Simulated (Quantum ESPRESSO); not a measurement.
# SbP (P-6m2) in Quantum ESPRESSO: reference runs

Reference runs on SbP: the cell as given.

Everything below comes from runs of Quantum ESPRESSO 7.5. Logs are shortened: lines on timing, memory, paths and dates and some standing lists are left out, and cuts for length are marked.

## Step 1: Starting point

Symmetry: P-6m2, No. 187, hexagonal system. Conventional cell: a = 3.632 Å, b = 3.632 Å, c = 5.659 Å, α = 90.00°, β = 90.00°, γ = 120.00°. Around Sb (site symmetry -6m2) lie 6 P at 3.52 Å and 6 Sb at 3.63 Å. P (site symmetry -6m2) has 6 Sb at 3.52 Å and 6 P at 3.63 Å as nearest neighbours.

The cell was built by a generator and needn't be a form met in nature.

## Step 2: Single point, PBE

pw.in reads:

```
&CONTROL
  calculation = 'scf'
  prefix = 'pwscf'
  outdir = './tmp'
  pseudo_dir = './pseudo'
  tprnfor = .true.
  tstress = .true.
  disk_io = 'low'
/
&SYSTEM
  ibrav = 0
  nat = 2
  ntyp = 2
  ecutwfc = 55
  ecutrho = 440
  nbnd = 16
  occupations = 'smearing'
  smearing = 'fd'
  degauss = 0.00367493
/
&ELECTRONS
  conv_thr = 4d-10
  electron_maxstep = 120
  mixing_beta = 0.5
/
ATOMIC_SPECIES
Sb   121.7600 sb_pbe_v1.4.uspp.F.UPF
P     30.9738 P.pbe-n-rrkjus_psl.1.0.0.UPF
CELL_PARAMETERS angstrom
   3.6321932900    0.0000000000    0.0000000000
  -1.8160966500    3.1455716600    0.0000000000
   0.0000000000    0.0000000000    5.6588832400
ATOMIC_POSITIONS crystal
Sb     0.3333333300    0.6666666700    0.5000000000
P      0.0000000000    0.0000000000    0.0000000000
K_POINTS automatic
8 8 5 0 0 0
```

pp_density.in reads:

```
&INPUTPP
  prefix = 'pwscf'
  outdir = './tmp'
  filplot = 'density.dat'
  plot_num = 0
/
&PLOT
  nfile = 1
  filepp(1) = 'density.dat'
  iflag = 3
  output_format = 6
  fileout = 'density.cube'
/
```

pp_potential.in reads:

```
&INPUTPP
  prefix = 'pwscf'
  outdir = './tmp'
  filplot = 'potential.dat'
  plot_num = 11
/
&PLOT
  nfile = 1
  filepp(1) = 'potential.dat'
  iflag = 3
  output_format = 6
  fileout = 'potential.cube'
/
```

Potentials or basis: SSSP 1.3 efficiency PBE.

On the command line:

```
OMP_NUM_THREADS=1 pw.x -in pw.in > pw.out
OMP_NUM_THREADS=1 pp.x -in pp_density.in > pp_density.out
OMP_NUM_THREADS=1 pp.x -in pp_potential.in > pp_potential.out
```

pw.out:

```text
This program is part of the open-source Quantum ESPRESSO suite
     for quantum simulation of materials; please cite
[... 9 lines left out ...]
     --------------------
     sticks:   dense  smooth     PW     G-vecs:    dense   smooth      PW
     Sum        1417     721    211                67967    23979    3825

     Using Slab Decomposition

     bravais-lattice index     =            0
     lattice parameter (alat)  =       6.8639  a.u.
     unit-cell volume          =     436.3107 (a.u.)^3
     number of atoms/cell      =            2
     number of atomic types    =            2
     number of electrons       =        20.00
     number of Kohn-Sham states=           16
     kinetic-energy cutoff     =      55.0000  Ry
     charge density cutoff     =     440.0000  Ry
     scf convergence threshold =      4.0E-10
     mixing beta               =       0.5000
     number of iterations used =            8  plain     mixing
     Exchange-correlation= PBE
                           (   1   4   3   4   0   0   0)

     celldm(1)=   6.863851  celldm(2)=   0.000000  celldm(3)=   0.000000
     celldm(4)=   0.000000  celldm(5)=   0.000000  celldm(6)=   0.000000

     crystal axes: (cart. coord. in units of alat)
               a(1) = (   1.000000   0.000000   0.000000 )
               a(2) = (  -0.500000   0.866025   0.000000 )
               a(3) = (   0.000000   0.000000   1.557980 )

     reciprocal axes: (cart. coord. in units 2 pi/alat)
               b(1) = (  1.000000  0.577350 -0.000000 )
               b(2) = (  0.000000  1.154701  0.000000 )
               b(3) = (  0.000000 -0.000000  0.641857 )

     PseudoPot. # 1 for Sb read from file:
     sb_pbe_v1.4.uspp.F.UPF
     Pseudo is Ultrasoft + core correction, Zval = 15.0
     Generated by new atomic code, or converted to UPF format
     Using radial grid of  891 points,  6 beta functions with:
                l(1) =   0
                l(2) =   0
                l(3) =   1
                l(4) =   1
                l(5) =   2
                l(6) =   2
     Q(r) pseudized with  8 coefficients,  rinner =    1.350   1.350   1.350
                                                       1.350   1.350

     PseudoPot. # 2 for P  read from file:
     P.pbe-n-rrkjus_psl.1.0.0.UPF
     Pseudo is Ultrasoft + core correction, Zval =  5.0
     Generated using "atomic" code by A. Dal Corso  v.5.1
     Using radial grid of 1147 points,  6 beta functions with:
                l(1) =   0
                l(2) =   0
                l(3) =   1
                l(4) =   1
                l(5) =   2
                l(6) =   2
     Q(r) pseudized with 0 coefficients

     atomic species   valence    mass     pseudopotential
     Sb               15.00   121.76000     Sb( 1.00)
     P                 5.00    30.97380     P ( 1.00)

     12 Sym. Ops. (no inversion) found

   Cartesian axes

     site n.     atom                  positions (alat units)
         1        Sb     tau(   1) = (  -0.0000000   0.5773503   0.7789898  )
         2        P      tau(   2) = (   0.0000000   0.0000000   0.0000000  )

     number of k points=    30  Fermi-Dirac smearing, width (Ry)=  0.0037
                       cart. coord. in units 2pi/alat
        k(    1) = (   0.0000000   0.0000000   0.0000000), wk =   0.0062500
        k(    2) = (   0.0000000   0.0000000   0.1283714), wk =   0.0125000
        k(    3) = (   0.0000000   0.0000000   0.2567428), wk =   0.0125000
        k(    4) = (   0.0000000   0.1443376   0.0000000), wk =   0.0375000
        k(    5) = (   0.0000000   0.1443376   0.1283714), wk =   0.0750000
        k(    6) = (   0.0000000   0.1443376   0.2567428), wk =   0.0750000
[... 22 lines left out ...]
        k(   29) = (   0.2500000   0.5773503   0.1283714), wk =   0.0750000
        k(   30) = (   0.2500000   0.5773503   0.2567428), wk =   0.0750000

     Dense  grid:    67967 G-vectors     FFT dimensions: (  45,  45,  72)

     Smooth grid:    23979 G-vectors     FFT dimensions: (  36,  36,  54)

     Initial potential from superposition of free atoms

     starting charge      18.9998, renormalised to      20.0000
     Starting wfcs are   13 randomized atomic wfcs +    3 random wfcs

     Self-consistent Calculation

     iteration #  1     ecut=    55.00 Ry     beta= 0.50
     Davidson diagonalization with overlap
     ethr =  1.00E-02,  avg # of iterations =  5.9

     total energy              =    -198.54279858 Ry
     estimated scf accuracy    <       0.84340306 Ry

     iteration #  2     ecut=    55.00 Ry     beta= 0.50
     Davidson diagonalization with overlap
     ethr =  4.22E-03,  avg # of iterations =  2.0
[... 57 lines left out ...]
     total energy              =    -198.80737537 Ry
     estimated scf accuracy    <          6.4E-09 Ry

     iteration # 11     ecut=    55.00 Ry     beta= 0.50
     Davidson diagonalization with overlap
     ethr =  1.17E-11,  avg # of iterations =  1.9

     End of self-consistent calculation

          k = 0.0000 0.0000 0.0000 (  2947 PWs)   bands (ev):

   -23.8818 -23.8548 -23.8548 -23.8445 -23.8445  -5.5303  -3.0627   1.7113
     6.9312   6.9312   8.8035   8.9703   8.9703  11.9939  14.2418  15.0547

          k = 0.0000 0.0000 0.1284 (  3001 PWs)   bands (ev):

   -23.8818 -23.8548 -23.8548 -23.8445 -23.8445  -5.3779  -3.4620   2.3995
     6.9705   6.9705   7.8676   8.9243   8.9243  12.2168  14.3550  14.7992
[... 43 lines left out ...]
   -23.8724 -23.8644 -23.8572 -23.8411 -23.8196  -3.9127  -2.5920   2.4030
     3.7878   4.3970   5.8402   7.1672   7.7082  11.0667  12.0464  14.1255

          k = 0.0000 0.4330 0.2567 (  3013 PWs)   bands (ev):

   -23.8724 -23.8644 -23.8573 -23.8411 -23.8196  -3.6047  -2.9981   2.4150
     3.0330   5.7699   6.1198   7.1689   7.2260  11.3393  12.0853  13.0472

          k = 0.0000-0.5774 0.0000 (  3014 PWs)   bands (ev):

   -23.8718 -23.8660 -23.8577 -23.8396 -23.8153  -3.5233  -2.4526   2.2310
     3.7354   4.0922   5.5611   5.9364   7.8207  10.5712  12.6243  13.5253

          k = 0.0000-0.5774 0.1284 (  3008 PWs)   bands (ev):

   -23.8718 -23.8660 -23.8577 -23.8396 -23.8153  -3.4466  -2.4987   1.9118
     3.1469   4.8052   5.6872   6.6391   7.5464  10.8165  11.6588  14.1993

          k = 0.0000-0.5774 0.2567 (  2992 PWs)   bands (ev):

   -23.8717 -23.8660 -23.8577 -23.8396 -23.8153  -3.2866  -2.6146   1.6672
     2.4449   5.9899   5.9978   7.0304   7.2235  11.3619  11.5127  13.0881

          k = 0.1250 0.2165 0.0000 (  2994 PWs)   bands (ev):

   -23.8760 -23.8591 -23.8561 -23.8442 -23.8331  -4.9749  -2.7334   2.3199
     4.9668   5.6109   6.9602   8.0673   8.1392  13.0571  13.6023  14.1653

          k = 0.1250 0.2165 0.1284 (  2990 PWs)   bands (ev):
[... 61 lines left out ...]
   -23.8650 -23.8641 -23.8611 -23.8336 -23.8236  -3.1821  -2.3684   2.5110
     3.4073   3.6044   5.1206   5.6497   6.6761  11.3444  14.2640  14.5277

          k = 0.2500 0.5774 0.2567 (  2999 PWs)   bands (ev):

   -23.8650 -23.8641 -23.8611 -23.8336 -23.8236  -3.1093  -2.3592   2.2762
     2.8762   3.6657   4.3902   6.8660   7.7688  12.5114  13.3359  13.8902

     the Fermi energy is     5.5962 ev

!    total energy              =    -198.80737537 Ry
     estimated scf accuracy    <          8.3E-12 Ry
     smearing contrib. (-TS)   =      -0.00193017 Ry
     internal energy E=F+TS    =    -198.80544519 Ry

     The total energy is F=E-TS. E is the sum of the following terms:
     one-electron contribution =    -106.03602043 Ry
     hartree contribution      =      61.02527581 Ry
     xc contribution           =     -47.91498690 Ry
     ewald contribution        =    -105.87971368 Ry

     convergence has been achieved in  11 iterations

     Forces acting on atoms (cartesian axes, Ry/au):

     atom    1 type  1   force =     0.00000000    0.00000000    0.00000000
     atom    2 type  2   force =    -0.00000000   -0.00000000    0.00000000

     Total force =     0.000000     Total SCF correction =     0.000000

     Computing stress (Cartesian axis) and pressure

          total   stress  (Ry/bohr**3)                   (kbar)     P=     -118.53
  -0.00072902  -0.00000000   0.00000000         -107.24       -0.00        0.00
  -0.00000000  -0.00072902   0.00000000           -0.00     -107.24        0.00
   0.00000000   0.00000000  -0.00095929            0.00        0.00     -141.12

=------------------------------------------------------------------------------=
   JOB DONE.
=------------------------------------------------------------------------------=
```

pp_density.out:

```text
This program is part of the open-source Quantum ESPRESSO suite
     for quantum simulation of materials; please cite
         "P. Giannozzi et al., J. Phys.:Condens. Matter 21 395502 (2009);
         "P. Giannozzi et al., J. Phys.:Condens. Matter 29 465901 (2017);
         "P. Giannozzi et al., J. Chem. Phys. 152 154105 (2020);
     in publications or presentations arising from this work. More details at

     IMPORTANT: XC functional enforced from input :
     Exchange-correlation= PBE
                           (   1   4   3   4   0   0   0)
     Any further DFT definition will be discarded
     Please, verify this is what you really want

     G-vector sticks info
     --------------------
     sticks:   dense  smooth     PW     G-vecs:    dense   smooth      PW
     Sum        1417     721    211                67967    23979    3825

     Using Slab Decomposition

     Calling punch_plot, plot_num =   0
     Writing data to file  density.dat
     Reading data from file  density.dat

     Writing data to be plotted to file density.cube
     Plot Type: 3D                     Output format: Gaussian cube

=------------------------------------------------------------------------------=
   JOB DONE.
=------------------------------------------------------------------------------=
```

Run time: 44 s. Hardware: 1 thread of AMD EPYC 7R43 (Zen 3), shared host; peak memory 0.29 GiB.

What came out:

```yaml
Free_energy: -2704.9121 eV
Pressure: -11.9 GPa
Band_gap_on_the_k_mesh: none (metal or under the smearing width)
```

Levels at points of the mesh, in eV from the Fermi level:
| k point | band 6 | band 7 | band 8 | band 9 | band 10 | band 11 | band 12 | band 13 | band 14 | band 15 |
| --- | --- | --- | --- | --- | --- | --- | --- | --- | --- | --- |
| (0.00, 0.00, 0.00) | -11.13 | -8.66 | -3.88 | 1.34 | 1.34 | 3.21 | 3.37 | 3.37 | 6.40 | 8.65 |
| (0.00, -0.50, 0.00) | -9.12 | -8.05 | -3.37 | -1.86 | -1.50 | -0.04 | 0.34 | 2.22 | 4.98 | 7.03 |

Spin-orbit coupling is left out, which matters for the levels of Sb.
